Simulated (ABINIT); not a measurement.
BiTe:

```
Bi Te
1.0
     0.00000    3.23500    3.23500
     3.23500    0.00000    3.23500
     3.23500    3.23500    0.00000
Bi Te
1 1
Direct
  0.00000 0.00000 0.00000
  0.50000 0.50000 0.50000
```

Base run:

```yaml
Program: ABINIT 10.8.3 (patched build)
Functional: BLYP
Potentials_or_basis: JTH PAW PBE v2.0
Cutoff: 707 eV
k_mesh: 7 × 7 × 7
Occupations: fermi-dirac, width 0.05 eV
Spin: no spin polarisation
```

Its results: band gap on the k mesh none (metal or under the smearing width); pressure 4.3 GPa.

**Question.** After a change of settings the same cell gave: band gap on the k mesh none (metal or under the smearing width); pressure 0.6 GPa. Which change was it?
A. functional from BLYP to WC
B. functional from BLYP to revPBE
C. functional from BLYP to LDA
D. functional from BLYP to PW91

**Answer.** D.

PW91 binds more tightly than BLYP, so the same cell stands under less pressure.

Caveats: the PAW data sets were made with another functional, which shifts forces and pressure a little; spin-orbit coupling is left out, which moves the levels of the heavy elements.
